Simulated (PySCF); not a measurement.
# [ZrO2]-: relaxation and vibrations of the doublet

The task is one start of a wider search on [ZrO2]-: the doublet, from a PBE minimum start. It is relaxed, tested by its Hessian and followed downhill if it is a saddle.

Program: PySCF 2.14.0. Level of theory: PBE, basis Zr def2-SVPD with ECP28, O def2-SVPD, scalar-relativistic core potentials, no spin–orbit coupling, density fitting. These are calculated values, not measurements.

### Step 1. Where the work starts

3 atoms, charge -1, spin multiplicity 2.

Bond lengths: Zr1–O2 1.822 Å, Zr1–O3 1.822 Å. Angles: O2–Zr1–O3 108.7°.

```xyz
3
charge -1 multiplicity 2
Zr    0.0000    0.0000   -0.2800
O     1.4800    0.0000    0.7823
O    -1.4800    0.0000    0.7823
```

### Step 2. The SCF at the typed geometry

One driver script runs all steps and calls PySCF; scf.py shows how it sets up the SCF of each step. The optimiser is the driver's own. After this first run the driver tries any further starts and a stability analysis.

Input file scf.py:

```python
from pyscf import gto, scf, dft
mol = gto.M(atom='''
Zr     0.000000     0.000000    -0.280027
O      1.480041    -0.000000     0.782347
O     -1.480041     0.000000     0.782347''',
    basis={'Zr': 'def2-SVPD', 'O': 'def2-SVPD'},
    ecp={'Zr': 'def2-SVPD'},
    charge=-1, spin=1)
mf = dft.UKS(mol, xc='PBE')
mf.grids.atom_grid = (50, 194)
aux = {'Zr': 'def2-universal-JKFIT', 'O': 'def2-universal-JKFIT'}
mf = mf.density_fit(auxbasis=aux)
mf.conv_tol = 1e-08
mf.diis_space = 10
mf.max_cycle = 60
mf.init_guess = 'minao'
mf.verbose = 4
mf.kernel()
```

On the command line:

```console
$ OMP_NUM_THREADS=2 python axn.py task.json out
```

After this run come: PBE minimum start, doublet: relaxation; Is it a minimum? Harmonic modes.

Q: Predict the outcome of this session. Wanted: minimum; geometry; wavenumbers; dipole moment; highest occupied, lowest empty level; polar-tensor charge of Zr1; zero-point energy; ⟨S²⟩.

As calculated:

| quantity | value |
| --- | --- |
| minimum | doublet, C2v |
| geometry | Zr–O 1.822 Å (×2); O–Zr–O 108.7° |
| wavenumbers (cm⁻¹) | 283 (a1), 785 (b2), 849 (a1) |
| dipole moment (centre of mass) | 3.10 D |
| highest occupied, lowest empty level (either spin) | 0.47, 1.42 eV |
| polar-tensor charge of Zr1 | +0.76 e |
| zero-point energy | 11.5 kJ/mol |
| entropy at 298.15 K | 275.6 J/(mol K) |
| ⟨S²⟩ | 0.754 |

In words: The PBE minimum start keeps its C2v symmetry and ends in a minimum. In the infrared the band at 785 cm⁻¹ (b2, stretch) leads. Most of the spin sits on Zr1 (Mulliken spin 1.21, against 1 for the whole molecule). Only this shape and spin were tried, so other structures or states may lie lower. The highest occupied level lies above zero: either self-interaction error lifts it or the extra electron is not bound, and the basis holds it in place. One determinant may miss the lowest occupation of an open d or f shell.
